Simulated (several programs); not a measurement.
## Many methods on one cell: In4Sb3As (ordering on zincblende)

An ordered 8-atom cell of In4Sb3As on the zincblende lattice (P-4m2), relaxed with r2SCAN in Ansatz, was computed with several methods. Space group P-4m2 (No. 115), tetragonal; conventional cell a = 4.564 Å, c = 12.871 Å, 33.51 Å³ an atom. Around As lie 4 In at 2.70 Å; around In lie 2 As at 2.70 Å and 2 Sb at 2.82 Å; around Sb lie 4 In at 2.82 Å; around In lie 4 Sb at 2.82–2.83 Å; around Sb lie 4 In at 2.83 Å. (Calculated; spin-unpolarised; the phase may be known or hypothetical.)

```cif
data_structure
_symmetry_space_group_name_H-M 'P-4m2'
_symmetry_Int_Tables_number 115
_cell_length_a 4.5638
_cell_length_b 4.5638
_cell_length_c 12.8713
_cell_angle_alpha 90.000
_cell_angle_beta 90.000
_cell_angle_gamma 90.000
_cell_volume 268.09
loop_
_atom_site_label
_atom_site_type_symbol
_atom_site_symmetry_multiplicity
_atom_site_Wyckoff_symbol
_atom_site_fract_x
_atom_site_fract_y
_atom_site_fract_z
_atom_site_occupancy
As1 As 1 a 0.00000 0.00000 0.00000 1
In1 In 2 g 0.00000 0.50000 0.88765 1
Sb1 Sb 2 f 0.50000 0.50000 0.75848 1
In2 In 2 g 0.50000 0.00000 0.62944 1
Sb2 Sb 1 d 0.00000 0.00000 0.50000 1
```

Gaps and times are for a single point on this cell; volume and bulk modulus come from each method's own relaxation or energy curve at fixed shape, which is too stiff where a cell has free coordinates or axes. Times are rough, from shared hosts (Arm Neoverse V1; Arm Neoverse V2), and each method has its own mesh and cell size. A double dagger marks a value from a curve with shape and coordinates held. PM6 (MOPAC), PM7 (MOPAC) treat a cluster of cells at its zone centre, which samples few k points: where these miss a band edge, the gap comes out too large for that reason alone. Gaps from k meshes are read at a limited set of points (mesh, symmetry points, PBE's band edges), so each method's own least gap may be somewhat smaller. xTB and the PM methods were fitted mostly to molecules, and can miss a solid's gap by electronvolts. Minimal bases can be far off for gaps. Times of the plane-wave rungs are withheld (a dash), since they come from other jobs, hosts and meshes; the meshes of hybrids and Hartree-Fock don't converge their gaps to the digits shown. d marks a direct gap, i an indirect one (no mark: not told apart), a dash a value that wasn't computed or didn't pass its checks.

| method | kind | gap (eV) | own volume (Å³/atom) | bulk modulus (GPa) | atoms computed | processor time |
| --- | --- | --- | --- | --- | --- | --- |
| PM6 (MOPAC) | semi-empirical | 5.32 | – | – | cluster | 2.6 s |
| PM7 (MOPAC) | semi-empirical | 4.24 | 30.66‡ | 88‡ | cluster | 2.8 s |
| light PBE (260 eV, its own mesh) | light plane-wave | 0 | – | – | 8 | 8.2 s |
| PBE/SZV (CP2K) | small basis | 0 | 35.59‡ | 42‡ | 8 | 15 s |
| PBE | semilocal | 0 | 34.75 | 39‡ | 8 | – |
| PBE/DZVP (CP2K) | small basis | 0 | 35.08‡ | 39‡ | 8 | 49 s |
| r2SCAN | semilocal | 0 | 33.51 | 46‡ | 8 | – |
| PBE+SOC | semilocal | 0.04 d | – | – | 8 | – |
| HSE06 | hybrid | 0.16 d | – | – | 8 | – |

Against HSE06 (0.16 eV) the nearest gap at the points sampled is that of PBE+SOC (-0.12 eV) and the farthest that of PM6 (MOPAC) (+5.15 eV). HSE06 is only a yardstick of convenience, and nearness to it can be luck.

Volumes against r2SCAN's: PBE +3.7 %.

Runs without a result: GFN1-xTB (tblite) (single point), GFN2-xTB (tblite) (single point).

With PBE and r2SCAN the bands overlap or touch, or nearly. Semilocal functionals can close a real gap, so this doesn't show a metal; small gaps of other methods may in turn close between the points read or with spin-orbit coupling, and the solid may be a semimetal.

Only the rows marked +SOC include spin-orbit coupling.
